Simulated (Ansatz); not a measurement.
**TiRuO4: a trial structure relaxed**

The task: take a trial cell of TiRuO4 to zero force and stress.

Computed with Ansatz 0.2.0 (DFT PBE, scalar-relativistic, plane waves, PAW, unless a step's input says otherwise).

### 1 The system as given

It takes space group Cmmm (No. 65, orthorhombic). Conventional cell: a = 6.549 Å, b = 6.549 Å, c = 2.979 Å, α = 90.00°, β = 90.00°, γ = 90.00°. Around Ti (site symmetry mmm) lie 6 O at 1.96 to 1.99 Å. Around Ru (site symmetry mmm) lie 6 O at 1.96 to 1.99 Å. Around O (site symmetry 2mm) lie 2 Ti at 1.96 Å and 1 Ru at 1.99 Å. Around O (site symmetry m2m) lie 2 Ru at 1.96 Å and 1 Ti at 1.99 Å.

As a file:

```
CELL_PARAMETERS angstrom
3.27451 -3.27451 0.00000
3.27451 3.27451 0.00000
0.00000 0.00000 2.97917
ATOMIC_POSITIONS crystal
Ti 0.50000 0.50000 0.00000
Ru 0.00000 0.00000 0.50000
O 0.30432 0.69568 0.50000
O 0.80432 0.80432 0.00000
O 0.19568 0.19568 0.00000
O 0.69568 0.30432 0.50000
```

The start is an ordering of an alloy on its end members' structure types: elements ordered on the sites of the TiO2 type, Ru/Ti on Ti (Cmmm, No. 65).

### 2 The guess as it stands, on a coarse mesh

File input.yaml:

```yaml
crystal:
  lattice:
    - [3.27451094, -3.27451094, 0.0]
    - [3.27451094, 3.27451094, 0.0]
    - [0.0, 0.0, 2.9791699]
  atoms:
    - { symbol: Ti, position: [0.5, 0.5, 0.0], spin: -1.0 }
    - { symbol: Ru, position: [0.0, 0.0, 0.5], spin: -1.0 }
    - { symbol: O, position: [0.30432135, 0.69567865, 0.5] }
    - { symbol: O, position: [0.80432135, 0.80432135, 0.0] }
    - { symbol: O, position: [0.19567865, 0.19567865, 0.0] }
    - { symbol: O, position: [0.69567865, 0.30432135, 0.5] }
basis:
  ecutwfc: 420
kpoints:
  mp_grid: { grid: [4, 4, 6] }
hamiltonian:
  xc: pbe
scf:
  occupations: { method: gaussian, width: 0.1 }
  lower_state_search: "off"
output:
  forces: true
  stress: true
  eigenvalues: true
  populations: true
magnetization:
  spin_polarized: true
```

Launch:

```
$ ansatz run input.yaml --threads 1 --pin off --max-ram 2560MiB --backend cpu --events-out ev --progress --plain --runs-dir out
```

The log of the run, shortened:

```text
Warning: RAYON_NUM_THREADS=1 ignored (pool sized by the plan → 1); use --threads N
[...]
Pseudopotentials: kind: paw
Pseudopotential: Ti, paw, valence charge 12, recommended cutoff 420 eV (normal), Ti.paw.azcp
Pseudopotential: Ru, paw, valence charge 16, recommended cutoff 420 eV (normal), Ru.paw.azcp
Pseudopotential: O, paw, valence charge 6, recommended cutoff 420 eV (normal), O.paw.azcp
Functional definition: PBE
[...]
Crystal: 6 atoms, lattice volume = 63.888 Å³
Basis set: ecut = 420 eV, 1241 PW (Γ), exchange–correlation on 64×64×40 points (8 copies of the dense FFT grid, shifted against one another)
Bands: 33, of which v1, the nominal top of the filled ones, is band 26 counted from 1 (25 counted from 0)
Symmetry: 8 space group operations
Space group: Cmmm (ITA 65), of the structure as read, at distance tolerance 4.0e-5 Å
Magnetic group: BNS 65.481 (UNI 579), of the structure as read, at distance tolerance 4.0e-5 Å
k-points: 28 of 96
[...]
Starting moments: Σ|m| = 2 μB on 2 of 6 sites
[...]
SCF iter   1: F=—  HF=-10654.509781 eV  |F-HF|=—  |Δ(HF+E_count)|=         —  Δρ=1.69e-1 (↑1.14e-1 ↓1.69e-1)  dr2=1.20e2  dr2_m=5.83e-1  M=-2.194 μB ∫|m|=2.223 μB  β_m=0.30  ethr=3.10e-3  ⟨swp⟩=5.8  Hψ=6552  notcnv=0
[...]
spin=Collinear: Kerker preconditioning applied to the charge; magnetization (m = ρ↑ − ρ↓) channel mixes plain (no charge-response kernel on spin).
[...]
SCF converged after 18 iterations
Magnetization: -0.9971 μB (25.5015 up, 26.4985 down)
Absolute magnetization: 1.0112 μB (∫|ρ↑−ρ↓|, with the PAW one-centre terms)
Spin contamination: 0.0047 ħ² per cell (⟨S²⟩ above its minimum at these occupations)
Per-site moments (μB) at R_I (Å): [(-0.012465015113680273, 0.810550976255802), (-0.5739600051105859, 0.810550976255802), (-0.014446454912824912, 0.810550976255802), (-0.0704502176911737, 0.810550976255802), (-0.07045021769117367, 0.810550976255802), (-0.014446454912824907, 0.810550976255802)]
Free energy (F): -10649.826472 eV
[...]
E sigma→0 (E₀):  -10649.815378 eV
Entropy (-TS):   -0.022188 eV (-3.698 meV/atom)
Fermi energy:    11.312963 eV
[...]
--- Forces (eV/Å), atoms counted from 1 ---
  atom   1  Ti     0.00000000     0.00000000     0.00000000
  atom   2  Ru     0.00000000     0.00000000     0.00000000
  atom   3  O      0.00000000    -0.26069041     0.00000000
  atom   4  O     -0.32835140     0.00000000     0.00000000
  atom   5  O      0.32835140     0.00000000     0.00000000
  atom   6  O      0.00000000     0.26069041     0.00000000
[...]
--- Stress (GPa, compression-positive) ---
        5.667969       0.000000       0.000000
        0.000000      -0.053012       0.000000
        0.000000       0.000000       3.302197
  P = ⅓ Tr σ = 2.9724 GPa (29.724 kbar)
--- Band table (eV; the first three rows and the last of 56) ---
[...]
--- Löwdin populations: 6 sites ---
  site symbol       q [e]    m [muB]
     0     Ti     10.6671    -0.0237
     1     Ru     14.6998    -0.7561
     2      O      6.6354    -0.0184
     3      O      6.5904    -0.0854
     4      O      6.5904    -0.0854
     5      O      6.6354    -0.0184
  spilling = 0.003490 (of n_electrons = 52.000000)
```

Run time: 27 s. Hardware: 1 thread of Intel Xeon at 2.50GHz (Skylake/Cascade Lake), shared host; peak memory 0.43 GiB.

Site by site:

```csv
atom,moment in the atom's sphere (μB),Löwdin electrons
Ti1,-0.01,10.67
Ru2,-0.57,14.70
O3,-0.01,6.64
O4,-0.07,6.59
O5,-0.07,6.59
O6,-0.01,6.64
```

The Löwdin counts miss 0.18 of the 52 electrons, which the atomic orbitals do not span, so they are no charges.

The probe gives pressure 3.0 GPa, largest force 0.33 eV/Å, gap on this mesh none (metal). The coarse relaxation is skipped.

### 3 Final relaxation

File input.yaml:

```yaml
crystal:
  lattice:
    - [3.27451094, -3.27451094, 0.0]
    - [3.27451094, 3.27451094, 0.0]
    - [0.0, 0.0, 2.9791699]
  atoms:
    - { symbol: Ti, position: [0.5, 0.5, 0.0] }
    - { symbol: Ru, position: [0.0, 0.0, 0.5], spin: -0.63 }
    - { symbol: O, position: [0.30432135, 0.69567865, 0.5] }
    - { symbol: O, position: [0.80432135, 0.80432135, 0.0] }
    - { symbol: O, position: [0.19567865, 0.19567865, 0.0] }
    - { symbol: O, position: [0.69567865, 0.30432135, 0.5] }
basis:
  ecutwfc: 420
kpoints:
  mp_grid: { grid: [8, 8, 12] }
hamiltonian:
  xc: pbe
scf:
  occupations: { method: gaussian, width: 0.1 }
output:
  forces: true
  stress: true
  eigenvalues: true
  populations: true
magnetization:
  spin_polarized: true
relax:
  adjacent_minimum: "off"
  f_tol: 0.01
  max_steps: 80
  cell: { stress_tol: 0.05 }
```

Launch:

```
$ ansatz run input.yaml --threads 1 --pin off --max-ram 2560MiB --backend cpu --events-out ev --progress --plain --runs-dir out
```

The log of the run:

```text
Warning: RAYON_NUM_THREADS=1 ignored (pool sized by the plan → 1); use --threads N
Engine: ansatz 0.2.0, x86_64-unknown-linux-gnu
[... 5 set-up lines as earlier in the session ...]
  parameter kappa = 0.804
  parameter beta = 0.06672455060314922
  exchange = pbe_x(kappa = kappa, mu = beta*pi^2/3)
  correlation = pbe_c(beta = beta)
Crystal: 6 atoms, lattice volume = 63.888 Å³
Basis set: ecut = 420 eV, 1241 PW (Γ), exchange–correlation on 64×64×40 points (8 copies of the dense FFT grid, shifted against one another)
Bands: 33, of which v1, the nominal top of the filled ones, is band 26 counted from 1 (25 counted from 0)
[... 2 set-up lines as earlier in the session ...]
Magnetic group: BNS 65.481 (UNI 579), of the structure as read, at distance tolerance 4.0e-5 Å
k-points: 147 of 768
Non-local potential: Ti, projectors of the file, l = 0: 3, l = 1: 2, l = 2: 3, l = 3: 1
Non-local potential: Ru, projectors of the file, l = 0: 3, l = 1: 2, l = 2: 2, l = 3: 1
Non-local potential: O, projectors of the file, l = 0: 2, l = 1: 2, l = 2: 1
PAW form: soft (Blöchl's): semilocal exchange-correlation on the pseudo side does not see the compensation charge
PAW one-centre angular grid: Ti, 590 points (default); XC on 64 Gauss nodes
PAW one-centre angular grid: Ru, 590 points (default); XC on 64 Gauss nodes
PAW one-centre angular grid: O, 110 points (default); XC on 64 Gauss nodes
Initial density: superposition of atomic densities (chi_scale 0.1, normalization cell, long waves kept (reshape's long-wave potential 0.02 eV rms))
Starting moments: Σ|m| = 0.63 μB on 1 of 6 sites
Initial wavefunctions: pseudopotential atomic-orbital guess
Functional: x = pbe(κ = 0.804, μ = 0.2195149727645171), c = pbe(β = 0.06672455060314922)
SCF iter   1: F=—  HF=-10650.615962 eV  |F-HF|=—  |Δ(HF+E_count)|=         —  Δρ=5.75e-2 (↑5.53e-2 ↓5.75e-2)  dr2=1.58e1  dr2_m=8.40e-2  M=-0.741 μB ∫|m|=0.744 μB  β_m=0.30  ethr=3.10e-3  ⟨swp⟩=5.8  Hψ=34078  notcnv=0
Mixer restart at iter 1: flushing history
preconditioner: auto → Kerker (q_TF=auto, 2.636 Å⁻¹)  [metal: Δε(μ)=0.007 eV  Ē_g=9.391 eV  σ=0.100 eV  W_gap=0.04  n_scr=18 (ndim 8)  ℏωp=27.9 eV  f_vac=0.000  D(μ)=4.61/eV (n_scr^D=46)]
spin=Collinear: Kerker preconditioning applied to the charge; magnetization (m = ρ↑ − ρ↓) channel mixes plain (no charge-response kernel on spin).
SCF iter   2: F=—  HF=-10650.251109 eV  |F-HF|=—  |Δ(HF+E_count)|=   3.65e-1  Δρ=3.57e-2 (↑3.16e-2 ↓3.57e-2)  dr2=3.30e0  dr2_m=5.74e-2  M=-0.770 μB ∫|m|=0.777 μB  β_m=0.39  ethr=3.10e-3  ⟨swp⟩=2.9  Hψ=20222  notcnv=0  defer=379
SCF iter   3: F=—  HF=-10649.962875 eV  |F-HF|=—  |Δ(HF+E_count)|=   2.88e-1  Δρ=1.97e-2 (↑1.80e-2 ↓1.97e-2)  dr2=1.24e0  dr2_m=1.59e-2  M=-0.794 μB ∫|m|=0.803 μB  β_m=0.42  ethr=3.10e-3  ⟨swp⟩=2.4  Hψ=15775  notcnv=0  defer=391
SCF iter   4: F=—  HF=-10649.799186 eV  |F-HF|=—  |Δ(HF+E_count)|=   1.64e-1  Δρ=8.99e-3 (↑8.21e-3 ↓8.99e-3)  dr2=1.86e-1  dr2_m=2.66e-3  M=-0.841 μB ∫|m|=0.851 μB  β_m=0.61  ethr=2.39e-3  ⟨swp⟩=2.2  Hψ=13608  notcnv=0  defer=389
SCF iter   5: F=—  HF=-10649.820354 eV  |F-HF|=—  |Δ(HF+E_count)|=         —  Δρ=5.52e-3 (↑3.93e-3 ↓5.52e-3)  dr2=3.19e-2  dr2_m=5.42e-3  M=-0.968 μB ∫|m|=0.979 μB  β_m=0.61  ethr=3.58e-4  ⟨swp⟩=2.0  Hψ=15257  notcnv=0  defer=389
Mixer restart at iter 5: flushing history
SCF iter   6: F=—  HF=-10649.826257 eV  |F-HF|=—  |Δ(HF+E_count)|=   5.90e-3  Δρ=2.47e-3 (↑2.19e-3 ↓2.47e-3)  dr2=9.44e-3  dr2_m=1.50e-3  M=-0.985 μB ∫|m|=0.998 μB  β_m=0.73  ethr=6.13e-5  ⟨swp⟩=2.5  Hψ=17106  notcnv=0  defer=395
SCF iter   7: F=—  HF=-10649.828767 eV  |F-HF|=—  |Δ(HF+E_count)|=   2.51e-3  Δρ=2.17e-3 (↑1.82e-3 ↓2.17e-3)  dr2=3.36e-3  dr2_m=1.54e-3  M=-1.031 μB ∫|m|=1.044 μB  β_m=0.87  ethr=1.81e-5  ⟨swp⟩=2.2  Hψ=14105  notcnv=0  defer=395
SCF iter   8: F=—  HF=-10649.829646 eV  |F-HF|=—  |Δ(HF+E_count)|=   8.79e-4  Δρ=8.91e-4 (↑8.91e-4 ↓7.67e-4)  dr2=4.85e-4  dr2_m=3.08e-4  M=-1.078 μB ∫|m|=1.092 μB  β_m=0.93  ethr=6.46e-6  ⟨swp⟩=2.0  Hψ=15932  notcnv=0  defer=405
SCF iter   9: F=—  HF=-10649.829883 eV  |F-HF|=—  |Δ(HF+E_count)|=         —  Δρ=5.96e-4 (↑5.18e-4 ↓5.96e-4)  dr2=2.35e-4  dr2_m=1.09e-4  M=-1.118 μB ∫|m|=1.133 μB  β_m=0.93  ethr=9.32e-7  ⟨swp⟩=2.0  Hψ=17056  notcnv=0  defer=404
Mixer restart at iter 9: flushing history
SCF iter  10: F=—  HF=-10649.829943 eV  |F-HF|=—  |Δ(HF+E_count)|=   6.02e-5  Δρ=3.85e-4 (↑3.85e-4 ↓2.91e-4)  dr2=9.10e-5  dr2_m=4.07e-5  M=-1.127 μB ∫|m|=1.142 μB  β_m=0.96  ethr=4.52e-7  ⟨swp⟩=2.0  Hψ=15819  notcnv=0  defer=406
SCF iter  11: F=—  HF=-10649.829820 eV  |F-HF|=—  |Δ(HF+E_count)|=   1.23e-4  Δρ=2.29e-4 (↑1.56e-4 ↓2.29e-4)  dr2=2.90e-5  dr2_m=1.44e-5  M=-1.131 μB ∫|m|=1.146 μB  β_m=0.98  ethr=1.75e-7  ⟨swp⟩=2.0  Hψ=15885  notcnv=0  defer=401
SCF iter  12: F=—  HF=-10649.829822 eV  |F-HF|=—  |Δ(HF+E_count)|=   1.87e-6  Δρ=5.54e-5 (↑5.54e-5 ↓4.71e-5)  dr2=5.55e-6  dr2_m=2.52e-7  M=-1.137 μB ∫|m|=1.152 μB  β_m=0.91  ethr=5.58e-8  ⟨swp⟩=2.0  Hψ=17233  notcnv=0  defer=406
SCF iter  13: F=—  HF=-10649.829821 eV  |F-HF|=—  |Δ(HF+E_count)|=   8.12e-7  Δρ=2.19e-5 (↑2.19e-5 ↓1.42e-5)  dr2=1.56e-7  dr2_m=1.33e-7  M=-1.137 μB ∫|m|=1.153 μB  β_m=0.95  ethr=1.07e-8  ⟨swp⟩=2.0  Hψ=16545  notcnv=0  defer=405
SCF iter  14: F=—  HF=-10649.829821 eV  |F-HF|=—  |Δ(HF+E_count)|=   6.79e-8  Δρ=8.43e-6 (↑8.43e-6 ↓7.20e-6)  dr2=3.38e-8  dr2_m=2.67e-8  M=-1.138 μB ∫|m|=1.154 μB  β_m=0.98  ethr=3.01e-10  ⟨swp⟩=2.0  Hψ=17411  notcnv=0  defer=405
SCF iter  15: F=—  HF=-10649.829821 eV  |F-HF|=—  |Δ(HF+E_count)|=   1.69e-8  Δρ=1.39e-6 (↑1.39e-6 ↓9.81e-7)  dr2=3.59e-9  dr2_m=3.08e-10  M=-1.138 μB ∫|m|=1.154 μB  β_m=0.99  ethr=6.51e-11  ⟨swp⟩=2.0  Hψ=17424  notcnv=0  defer=405
SCF iter  16: F=-10649.829821 eV  HF=-10649.829821 eV  |F-HF|=3.86e-10  |Δ(HF+E_count)|=   1.48e-9  Δρ=9.01e-7 (↑9.01e-7 ↓6.71e-7)  dr2=1.22e-9  dr2_m=8.00e-11  M=-1.138 μB ∫|m|=1.154 μB  ethr=6.91e-12  ⟨swp⟩=7.7  Hψ=30489  notcnv=0
SCF 1 converged in 16 iterations: F = -10649.829821 eV  dr2 = 1.22e-9
relax step   1: F+E_penalty+E_count = -10649.82982145 eV  Δ(F+E_penalty+E_count) = +0.000e0 eV  max|allowed force component| = 3.715e-1 eV/Å  Δτ_max = 0.0000 Å  P = +3.047 GPa  Ω = 63.888 Å³  (16 SCF iters, dr2 threshold 1.00e-7 eV, accepted)
[... from here on, the SCF cycles and remarks between the steps are left out ...]
relax step   2: F+E_penalty+E_count = -10649.85046309 eV  Δ(F+E_penalty+E_count) = -2.064e-2 eV  max|allowed force component| = 1.520e-1 eV/Å  Δτ_max = 0.0091 Å  P = +0.558 GPa  Ω = 64.520 Å³  energy of the carried Pulay correction = -2.959e-3 eV  (11 SCF iters, dr2 threshold 6.00e-7 eV, accepted)
relax step   3: F+E_penalty+E_count = -10649.85398941 eV  Δ(F+E_penalty+E_count) = -3.526e-3 eV  max|allowed force component| = 5.616e-2 eV/Å  Δτ_max = 0.0119 Å  P = -0.300 GPa  Ω = 64.770 Å³  energy of the carried Pulay correction = -4.123e-3 eV  (9 SCF iters, dr2 threshold 6.00e-7 eV, accepted)
relax step   4: F+E_penalty+E_count = -10649.85471656 eV  Δ(F+E_penalty+E_count) = -7.271e-4 eV  max|allowed force component| = 1.158e-3 eV/Å  Δτ_max = 0.0028 Å  P = +0.000 GPa  Ω = 64.688 Å³  energy of the carried Pulay correction = -3.743e-3 eV  (9 SCF iters, dr2 threshold 6.00e-7 eV, accepted)
relax step   5: F+E_penalty+E_count = -10649.85940401 eV  Δ(F+E_penalty+E_count) = -4.687e-3 eV  max|allowed force component| = 1.155e-3 eV/Å  Δτ_max = 0.0000 Å  P = +0.119 GPa  Ω = 64.688 Å³  stress off target by 2.85e-1 GPa  SCF on the basis re-selected at this cell (its energy is not comparable with the rows above)  (11 SCF iters)
relax step   6: F+E_penalty+E_count = -10649.85926645 eV  Δ(F+E_penalty+E_count) = +1.376e-4 eV  max|allowed force component| = 3.795e-3 eV/Å  Δτ_max = 0.0003 Å  P = -0.006 GPa  Ω = 64.728 Å³  energy of the carried Pulay correction = -1.888e-4 eV  (8 SCF iters, dr2 threshold 2.03e-7 eV, accepted)
relax step   7: F+E_penalty+E_count = -10649.85950514 eV  Δ(F+E_penalty+E_count) = -2.387e-4 eV  max|allowed force component| = 3.764e-3 eV/Å  Δτ_max = 0.0000 Å  P = -0.005 GPa  Ω = 64.728 Å³  stress off target by 2.65e-2 GPa  SCF on the basis re-selected at this cell (its energy is not comparable with the rows above)  (8 SCF iters)
basis re-selected at this cell: Δ(F+E_penalty+E_count) = -2.387e-4 eV, ΔP = +0.002 GPa vs the last step (what re-selecting the basis moved, of the pressure what is left beyond the Pulay correction that the steps carried, after the strain that the cell walked since its last selection, with what the two solves' SCF thresholds leave and, on support functions, any second-order correction that the steps lacked; it is no measure of the basis error at this ecutwfc). This SCF's stress stands 2.65e-2 GPa from its target on what of the cell is left free (relax.cell.stress_tol is 5.00e-2 GPa) and its largest allowed force component is 3.76e-3 eV/Å (relax.f_tol is 1.00e-2 eV/Å): within both
SCF converged after 8 iterations
Magnetization: -1.3564 μB (25.3218 up, 26.6782 down)
Absolute magnetization: 1.3756 μB (∫|ρ↑−ρ↓|, with the PAW one-centre terms)
Spin contamination: 0.0068 ħ² per cell (⟨S²⟩ above its minimum at these occupations)
Per-site moments (μB) at R_I (Å): [(-0.010390300411428622, 0.8066590745922692), (-0.7732993728887922, 0.8200254763256124), (-0.028559872854143114, 0.8066590745922692), (-0.10636674641719802, 0.8200254763256125), (-0.10636674641719811, 0.8200254763256124), (-0.028559872854143093, 0.8066590745922692)]
Free energy (F): -10649.859505 eV
Harris-Foulkes:  -10649.859505 eV  (|F-HF|=1.27e-11)
Internal energy: -10649.842258 eV  (E = F + TS)
E sigma→0 (E₀):  -10649.850881 eV
Entropy (-TS):   -0.017247 eV (-2.875 meV/atom)
Fermi energy:    11.055392 eV
--- Per-component energies (eV) ---
  E_band       = -413.981714
  E_kinetic    = 1479.168216
  E_local      = -4066.692605  (includes V_loc(G=0)·N_el)
  E_nonlocal   = 538.860859
  E_hartree    = 1449.106638
  E_xc         = -580.372235
  E_vxc        = -734.102051  (∫ρ·V_xc dr)
  E_paw        = -5137.100925  (= ΣΔE_a)
  E_vpaw       = -529.439383  (= ΣTr[D̂ρ^β])
  E_aug_tail   = 0.009915  (compensation charges beyond the density's cutoff)
  E_ewald      = -4332.822120
  E_smearing   = -0.017247  (= −TS)
  E_closure    = 0.000000  (closes the sum)
  Σ components = -10649.859505   (vs F -10649.859505, Δ=0.00e0)
--- Forces (eV/Å), atoms counted from 1 ---
  atom   1  Ti     0.00000000     0.00000000     0.00000000
  atom   2  Ru     0.00000000     0.00000000     0.00000000
  atom   3  O      0.00000000    -0.00376448     0.00000000
  atom   4  O      0.00183234     0.00000000     0.00000000
  atom   5  O     -0.00183234     0.00000000     0.00000000
  atom   6  O      0.00000000     0.00376448     0.00000000
  max |Σ_I F_I| component: 0.00e0 eV/Å
--- Stress (GPa, compression-positive) ---
        0.015382       0.000000       0.000000
        0.000000      -0.002795       0.000000
        0.000000       0.000000      -0.026461
  P = ⅓ Tr σ = -0.0046 GPa (-0.046 kbar)
--- Band table (eV; the first three rows and the last of 294) ---
  k-point 0 ↑: bands = ["-62.3435", "-46.7221", "-32.3393", "-32.2807", "-32.1736", "-22.9970", "-22.8949", "-22.8936", "-8.4655", "-7.4083", "-6.7787", "-6.5932", "3.6414", "3.8063", "4.7272", "4.8985", "5.9909", "7.0608", "7.1978", "7.7318", "8.9391", "9.1425", "9.1873", "9.6564", "9.9925", "10.4267", "11.0733", "11.5832", "12.3183", "13.5473", "14.1229", "15.4557", "16.5015"]
[... 3 lines left out ...]
--- Relaxed structure (5 steps of the walk, 5 accepted, 2 SCFs on fresh bases) ---
  F+E_penalty+E_count = -10649.85950514 eV   max|allowed force component| = 3.764e-3 eV/Å   (the final SCF, on the basis selected at the relaxed cell)
  cell:  # Å, volume = 64.7281 Å³
    - [3.3307165985052007, -3.2731962068494527, 0.0]
    - [3.3307165985052007, 3.2731962068494527, 0.0]
    - [0.0, 0.0, 2.968611877747456]
  atoms:
    - { symbol: Ti, position: [0.5, 0.5, 0.0] }
    - { symbol: Ru, position: [-2.4832765694291075e-20, -2.2073569506036512e-20, 0.5] }
    - { symbol: O, position: [0.30551580873561335, 0.6944841912643867, 0.5] }
    - { symbol: O, position: [0.8014840619693014, 0.8014840619693014, 0.0] }
    - { symbol: O, position: [0.19851593803069847, 0.19851593803069847, 0.0] }
    - { symbol: O, position: [0.6944841912643867, 0.30551580873561335, 0.5] }
--- Löwdin populations: 6 sites ---
  site symbol       q [e]    m [muB]
     0     Ti     10.6630    -0.0215
     1     Ru     14.6899    -0.9975
     2      O      6.6296    -0.0351
     3      O      6.6023    -0.1277
     4      O      6.6023    -0.1277
     5      O      6.6296    -0.0351
  spilling = 0.003524 (of n_electrons = 52.000000)
```

Run time: 12 min. Hardware: 1 thread of Intel Xeon at 2.50GHz (Skylake/Cascade Lake), shared host; peak memory 0.74 GiB.

The steps of the relaxation:

```csv
step,E - E(step 1) (eV/cell),largest force component (eV/Å),pressure (GPa),volume (Å³)
1,0.0000,0.3715,3.05,63.89
2,-0.0206,0.1520,0.56,64.52
3,-0.0242,0.0562,-0.30,64.77
4,-0.0249,0.0012,0.00,64.69
5,-0.0296,0.0012,0.12,64.69
6,-0.0294,0.0038,-0.01,64.73
7,-0.0297,0.0038,0.00,64.73
```

Step 1 is the start. Steps 5, 7 each repeat the geometry before them on a plane-wave basis chosen anew, so the energy can jump there without any move.

Lengths and angles in the start's conventional setting:

|  | before | after | change |
| --- | --- | --- | --- |
| a (Å) | 6.549 | 6.546 | 0.0 % |
| b (Å) | 6.549 | 6.661 | +1.7 % |
| c (Å) | 2.979 | 2.969 | -0.4 % |
| volume (Å³/atom) | 10.65 | 10.79 | +1.3 % |
| shortest distance (Å) | 1.965 | 1.956 | -0.5 % |
| space group (0.01 Å) | Cmmm | Cmmm | same |

Forces and stress were held to the start's 8 operations: a distortion of lower symmetry was not tested.

Per atom:

```csv
atom,moment in the atom's sphere (μB),Löwdin electrons
Ti1,-0.01,10.66
Ru2,-0.77,14.69
O3,-0.03,6.63
O4,-0.11,6.60
O5,-0.11,6.60
O6,-0.03,6.63
```

The Löwdin counts miss 0.18 of the 52 electrons, which the atomic orbitals do not span, so they are no charges.

### 4 Results

| quantity | value |
| --- | --- |
| symmetry at the end (tolerance 0.05 Å) | space group Cmmm (No. 65) |
| conventional cell | a = 6.546 Å, b = 6.661 Å, c = 2.969 Å, α = 90.00°, β = 90.00°, γ = 90.00° |
| volume | 10.79 Å³/atom |
| energy over the elements (uncorrected; H, N, O, F and Cl as molecules) | -1.94 eV/atom |
| gap on the mesh | none (metal) |
| total moment | -1.36 μB/cell |

**Reading.** The space group Cmmm (No. 65) is kept, and the volume per atom grows by 1.3 % from the first guess. It lies below the elements, which doesn't yet make it stable: competing phases were not computed in this session. No finished test with a distortion of lower symmetry is shown, so the end may be a saddle point. Other magnetic orders were not searched.
